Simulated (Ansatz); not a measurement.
# InSe: the cost of one run

Computed with Ansatz 0.2.0 (DFT PBE+D3(BJ), scalar-relativistic, plane waves, PAW, and further levels as typed in the inputs, unless a step's input says otherwise).

1 further run of the same task is left out (it didn't finish).

## 1. The starting structure

It takes space group Cm (No. 8, monoclinic). The conventional cell has a = 6.928 Å, b = 4.040 Å, c = 31.700 Å, α = 90.00°, β = 90.00°, γ = 90.00°. Se (site symmetry m) has 3 In at 2.65 to 2.66 Å as nearest neighbours. Around In (site symmetry m) lie 3 Se at 2.65 to 2.66 Å and 1 In at 2.79 Å.

As a file:

```
CELL_PARAMETERS angstrom
4.04000 0.00000 0.00000
-2.02000 3.46410 0.00000
0.00000 0.00000 31.70000
ATOMIC_POSITIONS crystal
Se 0.33333 0.66667 0.28391
In 0.00000 0.00000 0.32476
In 0.00000 0.00000 0.41278
Se 0.33333 0.66667 0.45363
Se 0.00000 0.00000 0.54637
In 0.66667 0.33333 0.58722
In 0.66667 0.33333 0.67524
Se 0.00000 0.00000 0.71609
```

## 2. Relaxing the atoms: In4Se4 sheet, no spin

input.yaml reads:

```yaml
crystal:
  lattice:
    - [4.04, 0.0, 0.0]
    - [-2.02, 3.4641016151, 0.0]
    - [0.0, 0.0, 31.7]
  atoms:
    - { symbol: Se, position: [0.3333333333, 0.6666666667, 0.2839116719] }
    - { symbol: In, position: [0.0, 0.0, 0.3247634069] }
    - { symbol: In, position: [0.0, 0.0, 0.4127760252] }
    - { symbol: Se, position: [0.3333333333, 0.6666666667, 0.4536277603] }
    - { symbol: Se, position: [0.0, 0.0, 0.5463722397] }
    - { symbol: In, position: [0.6666666667, 0.3333333333, 0.5872239748] }
    - { symbol: In, position: [0.6666666667, 0.3333333333, 0.6752365931] }
    - { symbol: Se, position: [0.0, 0.0, 0.7160883281] }
  periodic: [true, true, false]
scf:
  occupations: { method: gaussian, width: 0.02 }
  n_extra_bands: 6
output:
  forces: true
  stress: false
  write_density: true
  write_potential: true
  elf: true
  volumetric_format: npy
kpoints:
  mp_grid: { grid: [10, 10, 1] }
hamiltonian:
  xc: pbe
  dispersion: d3bj
relax:
  f_tol: 0.004
  max_steps: 100
```

On the command line:

```
$ ansatz run input.yaml --threads 4 --pin off --max-ram 12288MiB --backend cpu --events-out ev --progress --plain --runs-dir out
```

Q: Estimate wall time and peak memory on 4 threads of Intel Xeon Platinum 8488C (Sapphire Rapids), shared host.

About 1.8 min, with a peak of 2.1 GiB.
